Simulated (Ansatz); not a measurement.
# LuBi, space group Fm-3m: a calculation of the elastic constants

Program: the Python package of Ansatz (0.2.0).

The cells in order, each with its output:

In [1]:
```python
import warnings

import ansatz
import numpy as np
```

In [2]:
```python
warnings.simplefilter("ignore", ansatz.DeckWarning)
```

In [3]:
```python
system = (
    ansatz.Lattice.of((0.0, 3.101967, 3.101967), (3.101967, 0.0, 3.101967), (3.101967, 3.101967, 0.0))
    .atom("Lu", (0.5, 0.5, 0.5))
    .atom("Bi", (0.0, 0.0, 0.0))
)
```

In [4]:
```python
setup = system.calculation()
setup = setup.basis(530).occupations("Methfessel-Paxton", width=0.2)
setup = setup.functional("lda")
setup = setup.scf(lower_state_search="light", algorithm="direct_min")
setup = setup.kpoints(12, 12, 12)
result = setup.elastic("relaxed_ion").run()
elastic = result.elastic
```

In [5]:
```python
print(np.array2string(np.round(elastic.c_gpa, 1) + 0.0, suppress_small=True))
print("Voigt stress of the unstrained cell (GPa, tension positive):", np.round(elastic.sigma0_gpa, 3) + 0.0)
print("smallest eigenvalue of C:", round(elastic.stability.min_eigenvalue_gpa, 1), "GPa; tensor positive definite:", elastic.stability.min_eigenvalue_gpa > 0)
# averaged moduli need a positive definite tensor
if elastic.stability.min_eigenvalue_gpa > 0:
    m = elastic.moduli
    anisotropy = 5 * m.g_voigt_gpa / m.g_reuss_gpa + m.k_voigt_gpa / m.k_reuss_gpa - 6
    print(f"Voigt K {m.k_voigt_gpa:.1f} G {m.g_voigt_gpa:.1f}; Reuss K {m.k_reuss_gpa:.1f} G {m.g_reuss_gpa:.1f}; universal anisotropy index {anisotropy:.3f}")
```
```text
[[119.6  13.5  13.5   0.    0.    0. ]
 [ 13.5 119.6  13.5   0.    0.    0. ]
 [ 13.5  13.5 119.6   0.    0.    0. ]
 [  0.    0.    0.   26.6   0.    0. ]
 [  0.    0.    0.    0.   26.6   0. ]
 [  0.    0.    0.    0.    0.   26.6]]
Voigt stress of the unstrained cell (GPa, tension positive): [3.975 3.975 3.975 0.    0.    0.   ]
smallest eigenvalue of C: 26.6 GPa; tensor positive definite: True
Voigt K 48.9 G 37.2; Reuss K 48.9 G 33.2; universal anisotropy index 0.596
```

The settings weren't tested for convergence. The cell isn't relaxed first, so the values belong to this volume. A positive definite tensor excludes instabilities under uniform strain alone; phonons elsewhere in the zone can still be imaginary. The cell stands under -4.0 GPa at these settings. Spin-orbit coupling, which matters for elements this heavy, is left out. This cell is a computed structure, which may not be the phase found in nature. Shear constants of a metal converge slowly with the k-point mesh and can be wrong in sign on a coarse one; the constants belong to the cell that was strained. Run time: 5 min on 1 thread of Arm Neoverse V1, on a shared host, peak memory 0.79 GiB.

(A comment or docstring line of the script was reworded after the run, the code is as it ran.)
